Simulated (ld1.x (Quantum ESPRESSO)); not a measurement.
# Pseudopotential generation for tantalum: ultrasoft, PBE

Task: generate the file, and judge it by its errors in other configurations, its logarithmic derivatives, its ghosts and its cutoff.

Program: ld1.x (Quantum ESPRESSO) 7.5. Reference atom: PBE, scalar-relativistic, spherical and spin-unpolarised. All values are calculated.

## (1) Starting point

The settings as typed:

```json
{"element": "tantalum (Ta, Z = 73)", "type": "ultrasoft", "frozen core": "[Xe] 4f14", "valence charge": "5", "reference configuration": "5d3 6s2 6p0", "partial waves": "6s (bound): rcut 2.00, rcutus 2.75 bohr; 6s channel at 4.1 Ry: rcut 2.00, rcutus 2.75 bohr; 6p (bound, empty): rcut 3.50, rcutus 4.00 bohr; 6p channel at 0.85 Ry: rcut 3.50, rcutus 4.00 bohr; 5d (bound): rcut 2.60, rcutus 2.95 bohr; 5d channel at 2.7 Ry: rcut 2.60, rcutus 2.95 bohr; 5f channel at 0.45 Ry: rcut 3.70, rcutus 4.85 bohr; 5f channel at 1.2 Ry: rcut 3.70, rcutus 4.85 bohr", "local potential": "all-electron potential smoothed inside 2.65 bohr (lloc = -2)", "core correction": "a·sin(br)/r model core inside 1.95 bohr", "augmentation charge": "PSQ, inside the norm-conserving radii"}
```

## (2) Generating the potential

Input file Ta.in:

```
 &input
   title='Ta', zed=73., rel=1, dft='PBE', iswitch=3,
   config='[Xe] 4f14 5d3 5f-2 6s2 6p0',
   nld=4, rlderiv=5.25, eminld=-2.0, emaxld=5.0, deld=0.02
 /
 &inputp
   pseudotype=3, tm=.true., lloc=-2, rcloc=2.65,
   nlcc=.true., rcore=1.95,
   which_augfun='PSQ', rmatch_augfun_nc=.true.,
   file_pseudopw='Ta.UPF', file_wfcaegen='ae.wfc', file_wfcncgen='nc.wfc', file_beta='beta', file_chi='chi', file_wfcusgen='us.wfc'
 /
8
6S  1  0   2.00   0.00  2.00  2.75  0.0
6S  1  0   0.00   4.10  2.00  2.75  0.0
6P  2  1   0.00   0.00  3.50  4.00  0.0
6P  2  1   0.00   0.85  3.50  4.00  0.0
5D  3  2   3.00   0.00  2.60  2.95  0.0
5D  3  2   0.00   2.70  2.60  2.95  0.0
5F  4  3  -2.00   0.45  3.70  4.85  0.0
5F  4  3  -2.00   1.20  3.70  4.85  0.0
 &test
   configts(1)='5d3 6s2 6p0'
 /
```

Launch:

```
$ ld1.x < Ta.in > Ta.out
```

The output, Ta.out (without the banner and most projector matrices):

```text
     Program LD1 v.7.5
     --------------------------- All-electron run ----------------------------

     Ta
     scalar relativistic calculation

     atomic number is 73.00
     dft =PBE   lsd =0 sic =0 latt =0  beta=0.20 tr2=1.0E-14
     Exchange-correlation= PBE
                           (   1   4   3   4   0   0   0)
     mesh =1273 r(mesh) = 100.43799 a.u. xmin = -7.00 dx = 0.01250
     1 Ry =  13.60569312 eV, c = 137.03599908

     n l     nl                  e(Ry)          e(Ha)          e(eV)
     1 0     1S 1( 2.00)     -4951.7605     -2475.8802    -67372.1337
     2 0     2S 1( 2.00)      -850.7551      -425.3776    -11575.1131
     2 1     2P 1( 6.00)      -745.4767      -372.7383    -10142.7271
     3 0     3S 1( 2.00)      -194.8940       -97.4470     -2651.6676
     3 1     3P 1( 6.00)      -163.5864       -81.7932     -2225.7059
     4 0     4S 1( 2.00)       -39.7359       -19.8680      -540.6347
     4 1     4P 1( 6.00)       -29.4680       -14.7340      -400.9329
     3 2     3D 1(10.00)      -127.0809       -63.5405     -1729.0238
     5 0     5S 1( 2.00)        -5.3656        -2.6828       -73.0021
     5 1     5P 1( 6.00)        -2.8957        -1.4479       -39.3986
     4 2     4D 1(10.00)       -16.3309        -8.1655      -222.1936
     4 3     4F 1(14.00)        -1.8157        -0.9079       -24.7045
     5 2     5D 1( 3.00)        -0.2639        -0.1320        -3.5906
     6 0     6S 1( 2.00)        -0.4000        -0.2000        -5.4422
     6 1     6P 1( 0.00)        -0.1023        -0.0511        -1.3912

     final scf error:  1.8E-15 reached in  29 iterations

     Etot =  -31209.127620 Ry,  -15604.563810 Ha, -424621.813034 eV

     Ekin =   34296.311234 Ry,   17148.155617 Ha,  466625.085903 eV
     Encl =  -77083.937461 Ry,  -38541.968731 Ha,-1048780.397810 eV
     Eh   =   12208.679052 Ry,    6104.339526 Ha,  166107.540615 eV
     Exc  =    -630.180445 Ry,    -315.090222 Ha,   -8574.041741 eV

     normalization and overlap integrals

     s(1S/1S) =  1.000000  <r> =   0.0187  <r2> =    0.0005  r(max) =   0.0116
     s(2S/2S) =  1.000000  <r> =   0.0789  <r2> =    0.0074  r(max) =   0.0670
     s(2P/2P) =  1.000000  <r> =   0.0706  <r2> =    0.0061  r(max) =   0.0549
     s(3S/3S) =  1.000000  <r> =   0.2048  <r2> =    0.0479  r(max) =   0.1891
     s(3P/3P) =  1.000000  <r> =   0.2049  <r2> =    0.0487  r(max) =   0.1868
     s(4S/4S) =  1.000000  <r> =   0.4587  <r2> =    0.2376  r(max) =   0.4262
     s(4P/4P) =  1.000000  <r> =   0.4877  <r2> =    0.2706  r(max) =   0.4480
     s(3D/3D) =  1.000000  <r> =   0.1856  <r2> =    0.0404  r(max) =   0.1529
     s(5S/5S) =  1.000000  <r> =   1.1000  <r2> =    1.3609  r(max) =   0.9847
     s(5P/5P) =  1.000000  <r> =   1.2940  <r2> =    1.9028  r(max) =   1.1298
     s(4D/4D) =  1.000000  <r> =   0.5231  <r2> =    0.3173  r(max) =   0.4593
     s(4F/4F) =  1.000000  <r> =   0.6395  <r2> =    0.5210  r(max) =   0.4424
     s(5D/5D) =  1.000000  <r> =   2.2575  <r2> =    6.3202  r(max) =   1.5833
     s(6S/6S) =  1.000000  <r> =   3.2994  <r2> =   12.4368  r(max) =   2.7789
     s(6P/6P) =  1.000000  <r> =   4.9596  <r2> =   28.8401  r(max) =   3.8944

     ------------------------ End of All-electron run ------------------------

     --------------------- Generating US pseudopotential ---------------------

      Generating local potential from pseudized AE potential:
      Matching radius rcloc =   2.6500
      Enforcing V''(0)=0 (lloc=-2)

      Local pseudo, rcloc= 2.677 Estimated cut-off energy=     4.48 Ry

      Computing core charge for nlcc:

       r > 1.96 : true rho core
       r < 1.96 : rho core = a sin(br)/r    a=   2.39  b=   1.39

      Integrated core pseudo-charge :   4.20
      Wfc-us  6S rcutus= 2.744  Estimated cut-off energy=     5.88 Ry
      Wfc-us  6S rcutus= 2.744  Estimated cut-off energy=    14.10 Ry
      Wfc-us  6P rcutus= 3.993  Estimated cut-off energy=     4.72 Ry
      Wfc-us  6P rcutus= 3.993  Estimated cut-off energy=     7.80 Ry
      Wfc-us  5D rcutus= 2.958  Estimated cut-off energy=    13.32 Ry
      Wfc-us  5D rcutus= 2.958  Estimated cut-off energy=    13.47 Ry
      Wfc-us  5F rcutus= 4.877  Estimated cut-off energy=     6.24 Ry
      Wfc-us  5F rcutus= 4.877  Estimated cut-off energy=     9.00 Ry

     Q pseudized with Bessel functions
     Expected ecutrho=      87.9521 due to l1=  0   l2=  2

     ------------------- End of pseudopotential generation -------------------

     [... the all-electron block is printed once more ...]


     Computing logarithmic derivative in   5.22424
     Computing logarithmic derivative in   5.22424
     Computing the partial wave expansion
     R is outside the sphere for l=    0 j= 0.00
     R is outside the sphere for l=    0 j= 0.00
     R is outside the sphere for l=    1 j= 0.00
     R is outside the sphere for l=    1 j= 0.00
     R is outside the sphere for l=    2 j= 0.00
     R is outside the sphere for l=    2 j= 0.00
     R is outside the sphere for l=    3 j= 0.00
     R is outside the sphere for l=    3 j= 0.00

     ---------------------- Testing the pseudopotential ----------------------

     Ta
     scalar relativistic calculation

     atomic number is 73.00   valence charge is  5.00
     dft =PBE   lsd =0 sic =0 latt =0  beta=0.20 tr2=1.0E-14
     mesh =1273 r(mesh) = 100.43799 xmin = -7.00 dx = 0.01250

     n l     nl             e AE (Ry)        e PS (Ry)    De AE-PS (Ry)
     3 2     5D   1( 3.00)       -0.26390       -0.26390        0.00000
     1 0     6S   1( 2.00)       -0.40000       -0.40000        0.00000
     2 1     6P   1( 0.00)       -0.10225       -0.10225        0.00000

     eps = 4.3E-16  iter =  3

     Etot =  -31209.127620 Ry,  -15604.563810 Ha, -424621.813034 eV
     Etotps =   -13.136020 Ry,      -6.568010 Ha,    -178.724663 eV

     Ekin =       4.295730 Ry,       2.147865 Ha,      58.446390 eV
     Encl =     -19.814429 Ry,      -9.907214 Ha,    -269.589039 eV
     Ehrt =       8.519023 Ry,       4.259512 Ha,     115.907214 eV
     Ecxc =      -6.818476 Ry,      -3.409238 Ha,     -92.770098 eV
     (Ecc =      -3.451552 Ry,      -1.725776 Ha,     -46.960759 eV)
     Epseu=       0.682131 Ry,       0.341066 Ha,       9.280870 eV

     ---------------------- End of pseudopotential test ----------------------
```

It took 1.8 s on 1 thread of Neoverse-V1, shared host. This counts the later configuration tests of the new file too.

Partial waves on a coarse radial grid (AE all-electron, PS pseudo):

| r (bohr) | 6s AE | 6s PS | 5d AE | 5d PS |
| --- | --- | --- | --- | --- |
| 0.242 | 0.0293 | 0.0511 | -0.0765 | 0.0042 |
| 0.485 | 0.0674 | 0.1053 | -0.2470 | 0.0317 |
| 0.728 | -0.2454 | 0.1646 | 0.1310 | 0.0967 |
| 0.970 | -0.2671 | 0.2295 | 0.4531 | 0.1982 |
| 1.212 | -0.0980 | 0.2995 | 0.6290 | 0.3212 |
| 1.455 | 0.1183 | 0.3725 | 0.6961 | 0.4421 |
| 1.698 | 0.3091 | 0.4442 | 0.6983 | 0.5359 |
| 1.940 | 0.4511 | 0.5096 | 0.6668 | 0.5866 |
| 2.182 | 0.5453 | 0.5638 | 0.6199 | 0.5921 |
| 2.425 | 0.5993 | 0.6024 | 0.5674 | 0.5624 |
| 2.668 | 0.6215 | 0.6216 | 0.5143 | 0.5143 |
| 2.910 | 0.6202 | 0.6202 | 0.4633 | 0.4634 |
| 3.152 | 0.6020 | 0.6020 | 0.4153 | 0.4153 |
| 3.395 | 0.5721 | 0.5721 | 0.3706 | 0.3706 |
| 3.637 | 0.5350 | 0.5350 | 0.3298 | 0.3298 |
| 3.880 | 0.4938 | 0.4938 | 0.2925 | 0.2925 |
| 4.122 | 0.4513 | 0.4513 | 0.2590 | 0.2590 |
| 4.365 | 0.4088 | 0.4088 | 0.2288 | 0.2288 |
| 4.608 | 0.3679 | 0.3679 | 0.2019 | 0.2019 |
| 4.850 | 0.3294 | 0.3294 | 0.1781 | 0.1781 |
| 5.092 | 0.2936 | 0.2936 | 0.1571 | 0.1571 |
| 5.335 | 0.2606 | 0.2606 | 0.1385 | 0.1385 |
| 5.578 | 0.2307 | 0.2307 | 0.1220 | 0.1220 |
| 5.820 | 0.2037 | 0.2037 | 0.1075 | 0.1075 |
| 6.062 | 0.1794 | 0.1794 | 0.0948 | 0.0948 |
| 6.305 | 0.1576 | 0.1576 | 0.0835 | 0.0835 |

## (3) Transferability test

Input file Ta.test.in:

```
 &input
   title='Ta', zed=73., rel=1, dft='PBE', iswitch=2,
   config='[Xe] 4f14 5d3 5f-2 6s2 6p0'
 /
 &test
   file_pseudo='Ta.UPF', nconf=8,
   configts(1)='5d3 6s2 6p0',
   configts(2)='5d3 6s1 6p0',
   configts(3)='5d3 6s0 6p0',
   configts(4)='5d2 6s0 6p0',
   configts(5)='5d3.5 6s1.5 6p0',
   configts(6)='5d4 6s1 6p0',
   configts(7)='5d3 6s1 6p1',
   configts(8)='5d2 6s2 6p1'
 /
```

Launch:

```
$ ld1.x < Ta.test.in > Ta.test.out
```

Ta.test.out, the pseudopotential blocks:

```text
     ---------------------- Testing the pseudopotential ----------------------

     Ta
     scalar relativistic calculation

     atomic number is 73.00   valence charge is  5.00
     dft =PBE   lsd =0 sic =0 latt =0  beta=0.20 tr2=1.0E-14
     mesh =1273 r(mesh) = 100.43799 xmin = -7.00 dx = 0.01250

     n l     nl             e AE (Ry)        e PS (Ry)    De AE-PS (Ry)
     3 2     5D   1( 3.00)       -0.26390       -0.26390        0.00000
     1 0     6S   1( 2.00)       -0.40000       -0.40000        0.00000
     2 1     6P   1( 0.00)       -0.10225       -0.10225        0.00000

     eps = 2.9E-16  iter =  3

     Etot =  -31209.127623 Ry,  -15604.563811 Ha, -424621.813070 eV
     Etotps =   -13.136021 Ry,      -6.568010 Ha,    -178.724664 eV

     Ekin =       4.295730 Ry,       2.147865 Ha,      58.446389 eV
     Encl =     -19.814429 Ry,      -9.907214 Ha,    -269.589040 eV
     Ehrt =       8.519023 Ry,       4.259512 Ha,     115.907215 eV
     Ecxc =      -6.818476 Ry,      -3.409238 Ha,     -92.770098 eV
     (Ecc =      -3.451552 Ry,      -1.725776 Ha,     -46.960759 eV)
     Epseu=       0.682131 Ry,       0.341066 Ha,       9.280870 eV

     ---------------------- End of pseudopotential test ----------------------

     ---------------------- Testing the pseudopotential ----------------------

     Ta
     [...]
     n l     nl             e AE (Ry)        e PS (Ry)    De AE-PS (Ry)
     3 2     5D   1( 3.00)       -0.77071       -0.77241        0.00170
     1 0     6S   1( 1.00)       -0.85403       -0.85459        0.00056
     2 1     6P   1( 0.00)       -0.48603       -0.48690        0.00087

     eps = 3.0E-15  iter =  9

     Etot =  -31208.505287 Ry,  -15604.252643 Ha, -424613.345757 eV
     Etotps =   -12.513259 Ry,      -6.256630 Ha,    -170.251562 eV
     dEtot_ae =       0.622336 Ry
     dEtot_ps =       0.622762 Ry,   Delta E=      -0.000426 Ry

     [...]
     ---------------------- End of pseudopotential test ----------------------

     ---------------------- Testing the pseudopotential ----------------------

     Ta
     [...]
     n l     nl             e AE (Ry)        e PS (Ry)    De AE-PS (Ry)
     3 2     5D   1( 3.00)       -1.34589       -1.35227        0.00638  !
     1 0     6S   1( 0.00)       -1.35483       -1.35774        0.00291
     2 1     6P   1( 0.00)       -0.92183       -0.92453        0.00270

     eps = 9.0E-15  iter = 11

     Etot =  -31207.404855 Ry,  -15603.702428 Ha, -424598.373628 eV
     Etotps =   -11.410946 Ry,      -5.705473 Ha,    -155.253832 eV
     dEtot_ae =       1.722767 Ry
     dEtot_ps =       1.725074 Ry,   Delta E=      -0.002307 Ry

     [...]
     ---------------------- End of pseudopotential test ----------------------

     ---------------------- Testing the pseudopotential ----------------------

     Ta
     [...]
     n l     nl             e AE (Ry)        e PS (Ry)    De AE-PS (Ry)
     3 2     5D   1( 2.00)       -2.14090       -2.16495        0.02405  !
     1 0     6S   1( 0.00)       -1.99759       -2.01310        0.01551  !
     2 1     6P   1( 0.00)       -1.47763       -1.47764        0.00000

     eps = 1.4E-15  iter =  7

     Etot =  -31205.670024 Ry,  -15602.835012 Ha, -424574.770038 eV
     Etotps =    -9.661936 Ry,      -4.830968 Ha,    -131.457333 eV
     dEtot_ae =       3.457599 Ry
     dEtot_ps =       3.474085 Ry,   Delta E=      -0.016486 Ry

     [...]
     ---------------------- End of pseudopotential test ----------------------
```

4 tests gave no usable energy difference (5d3.5 6s1.5 6p0; 5d4 6s1 6p0; 5d3 6s1 6p1; 5d2 6s2 6p1); the test run stopped with "negative rho".

Energies count from the reference configuration 5d3 6s2 6p0; the error is all-electron less pseudo.

| valence configuration | charge | ΔE all-electron (eV) | error AE − PS (meV) |
| --- | --- | --- | --- |
| 5d3 6s1 6p0 | +1 | 8.467 | -5.8 |
| 5d3 6s0 6p0 | +2 | 23.439 | -31 |
| 5d2 6s0 6p0 | +3 | 47.043 | -224 |

## (4) Logarithmic derivatives

Taken from the files of the generation run. The phase is arctan(r·u′/u) with u = r·R, unwrapped, with energies in Ry. A pole is an energy at which the radial function vanishes at the test radius. The pseudo phase is shifted by a multiple of π to meet the all-electron one at the reference energy. Levels narrower than the energy grid can be missing from the poles. Where the grid stepped over a known ghost or core level, its pole and its step of π were put in at the level's energy. The last column is the largest difference on the grid between −1 and +1 Ry.

| channel | radius (bohr) | reference (Ry) | poles AE | poles PS | window around the reference with phases within 0.05 rad (Ry) | largest difference near zero (rad) |
| --- | --- | --- | --- | --- | --- | --- |
| s | 5.22 | -0.40 | -0.30, 1.45, 4.22 | -0.30, 1.45, 4.22 | the whole range | 0.005 |
| p | 5.22 | -0.10 | 0.20, 2.09 | 0.19, 2.03, 3.45 | below 2.5 | 0.000 |
| d | 5.22 | -0.26 | -0.24, 1.07, 3.26 | -0.24, 1.09, 3.27 | below 0.3 | 0.065 |
| f | 5.22 | 0.45 | -1.82, 1.08, 2.72 | 1.08, 2.01, 3.86 | -1.8 to 1.7 | 0.001 |

Phases (rad) along the scan:

| E (Ry) | d AE | d PS | p AE | p PS |
| --- | --- | --- | --- | --- |
| -2.00 | 1.436 | 1.436 | 1.430 | 1.430 |
| -1.52 | 1.416 | 1.416 | 1.406 | 1.406 |
| -1.04 | 1.384 | 1.384 | 1.364 | 1.364 |
| -0.56 | 1.307 | 1.307 | 1.250 | 1.250 |
| -0.08 | -1.855 | -1.854 | -0.906 | -0.906 |
| 0.40 | -3.387 | -3.322 | -1.695 | -1.696 |
| 0.88 | -4.631 | -4.624 | -2.258 | -2.258 |
| 1.36 | -4.803 | -4.797 | -4.464 | -4.466 |
| 1.84 | -5.133 | -5.114 | -4.666 | -4.672 |
| 2.32 | -7.548 | -7.544 | -4.750 | -4.772 |
| 2.80 | -7.782 | -7.782 | -4.844 | -5.313 |
| 3.28 | -7.856 | -7.855 | -5.283 | -7.808 |
| 3.76 | -7.918 | -7.913 | -7.595 | -7.920 |
| 4.24 | -8.032 | -8.004 | -7.772 | -8.137 |
| 4.72 | -9.626 | -8.558 | -7.830 | -10.643 |

## (5) Plane-wave convergence, by spherical Bessel functions

A separate test, outside the generator: the pseudo-atom's Hamiltonian at the reference potential is diagonalised in spherical Bessel functions j_l(qr) that vanish at 20 bohr, with q² up to the cutoff.

All-electron valence levels (Ry): 6s -0.4000, 6p -0.1022, 5d -0.2639. The lowest levels of each channel (Ry) by cutoff; the last column sums, over occupied levels, occupation times the distance from the level at 400 Ry. A positive value at high cutoff is not a bound level.

```csv
cutoff (Ry),s #1,p #1,d #1,f #1,Σ f·Δε (mRy)
8,-0.3999,-0.1022,-0.2484,0.1067,46.9
10,-0.4000,-0.1022,-0.2620,0.1067,5.7
12,-0.4000,-0.1022,-0.2636,0.1067,0.8
15,-0.4000,-0.1022,-0.2637,0.1067,0.7
18,-0.4000,-0.1022,-0.2638,0.1067,0.2
400,-0.4000,-0.1022,-0.2639,0.1067,0.0
```

The sum stays within 10 mRy from 10 Ry and within 1 mRy from 12 Ry. The sum leaves out empty levels, which can need more. Ghost test: no level below the all-electron spectrum of its channel (s, p, d, f tested).

## (6) Results

| quantity | value |
| --- | --- |
| cutoffs for 10 and 1 mRy, occupied levels | 10 Ry and 12 Ry |
| bound ghosts | none found |
| largest test error (AE − PS) | -224 meV, for 5d2 6s0 6p0 (4 tests unsolved) |
| largest phase difference near zero energy, channels read | 0.065 rad |
| lowest eigenvalue of the overlap (Bessel basis) | 0.554 (p) |
| density cutoff estimated by the generator | 88 Ry |

By total energies transferability is poor: the largest error is 224 meV on 47.0 eV, for 5d2 6s0 6p0. That test lies far up in energy; among those under 40 eV, nearer to bonding, the largest error is 31 meV. The test run broke off, so later configurations gave nothing; the verdict rests on few tests. The potential is soft on the atom at that tolerance: the looser tolerance needs 10 Ry. The slowest occupied level is 5d: taken alone it needs 12 Ry to come within 1 mRy, against 6 Ry or less for 6s. It is free of bound ghosts as far as tested. Near zero energy the largest phase difference among the channels read is 0.07 rad, in the d channel. These are tests on the free atom; a crystal test is still owed.
